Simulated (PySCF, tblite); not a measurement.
# C6H11B: geometry, infrared bands and NMR shifts

What infrared bands and NMR shifts should C6H11B (`C=C1C[C@H]1BCC`) show?

The runs use tblite 0.8.0 and PySCF 2.14.0, with density-fitted response routines of our own; the level of theory stands in each step. All values are computed, except where a source is named. Atoms count from 0, in the outputs and in this text.

**1. The molecule as given**

18 atoms, charge 0, multiplicity 1; geometry from: force field or distance geometry start.

Bonds of the start (Å): C0–C1 1.33, C1–C2 1.53, C2–C3 1.42, C3–B4 1.60, B4–C5 1.60, C5–C6 1.52, C3–C1 1.53, C0–H7 1.08, C0–H8 1.09, C2–H9 1.12, C2–H10 1.10, C3–H11 1.12, B4–H12 1.19, C5–H13 1.11, C5–H14 1.10, C6–H15 1.11, C6–H16 1.11, C6–H17 1.11.

**2. Optimising the geometry with GFN2-xTB**

The job: settings as JSON, then the geometry in Å.

```
{"job": {"kind": "relax", "xc": "GFN2-xTB", "basis": "xTB"}, "charge": 0, "multiplicity": 1}
C      1.590800    -0.628900    -1.670200
C      1.461400     0.291200    -0.719900
C      1.562100     1.719900    -0.190100
C      1.141800     0.713200     0.717700
B     -0.420800     0.604800     1.035100
C     -1.157900    -0.810400     1.050000
C     -2.204500    -0.895100    -0.050200
H      1.904300    -0.325900    -2.659300
H      1.362300    -1.668600    -1.456100
H      0.769200     2.370700    -0.645300
H      2.602500     2.062700    -0.106600
H      1.887500     0.322700     1.454000
H     -1.050700     1.593400     1.222400
H     -1.632300    -0.946400     2.040100
H     -0.408200    -1.610000     0.912200
H     -2.983200    -0.112700     0.103400
H     -2.697900    -1.888600    -0.002300
H     -1.735200    -0.785600    -1.046300
```

Run with:

```console
OMP_NUM_THREADS=1 python probes_run.py task.json out
```

The driver reads the jobs from task.json and runs them one after another.

**Question.** This job is followed by: GFN2-xTB harmonic vibrations, gas phase; GIAO PBE0/pcSseg-1 NMR shielding, non-relativistic, gas phase. Predict these results of the whole session: strongest single infrared mode (GFN2-xTB); zero-point energy (GFN2-xTB); 13C shifts against TMS (PBE0/pcSseg-1); 1H shifts against TMS (PBE0/pcSseg-1, means over atoms taken as alike); 11B shifts against BF3·OEt2 (PBE0/pcSseg-1); surface potential, 1st and 99th percentile.

The runs gave:

| quantity | value |
| --- | --- |
| strongest single infrared mode (GFN2-xTB) | 1087 cm⁻¹, 127 km/mol |
| zero-point energy (GFN2-xTB) | 94.8 kcal/mol |
| 13C shifts against TMS (PBE0/pcSseg-1) | 144.1, 108.3, 26.4, 25.1, 16.7, 14.3 ppm |
| 1H shifts against TMS (PBE0/pcSseg-1, means over atoms taken as alike) | 6.76, 5.80, 5.64, 1.73, 1.68, 1.62, 1.61, 1.43, 1.24 ppm |
| 11B shifts against BF3·OEt2 (PBE0/pcSseg-1) | 86.0 ppm |
| surface potential, 1st and 99th percentile | -0.65 V and 0.86 V |

**Reading.** Over 198 steps the energy fell by 0.726 eV; of the close pairs, C2–C3 changed most, 1.419 to 1.541 Å. All 48 modes are real, so the xTB geometry is a minimum. The strongest single mode, at 1087 cm⁻¹, is spread over several atoms, C1, H7, H8, C2 among them. Unscaled tight-binding wavenumbers are off by several per cent, some by more. Its intensities can rank the bands wrongly. The most deshielded carbon is C1 (fully substituted alkene carbon), at 144.1 ppm: as expected for a trigonal carbon in a double bond. At PBE0/pcSseg-1: Shielding is most anisotropic at C1 (span 223 ppm, paramagnetic term -221 ppm). By nearest atom (PBE0/pcSseg-1), the HOMO sits on C0, C1 about 35 % each and the LUMO on B4 49 %; H12 13 %.
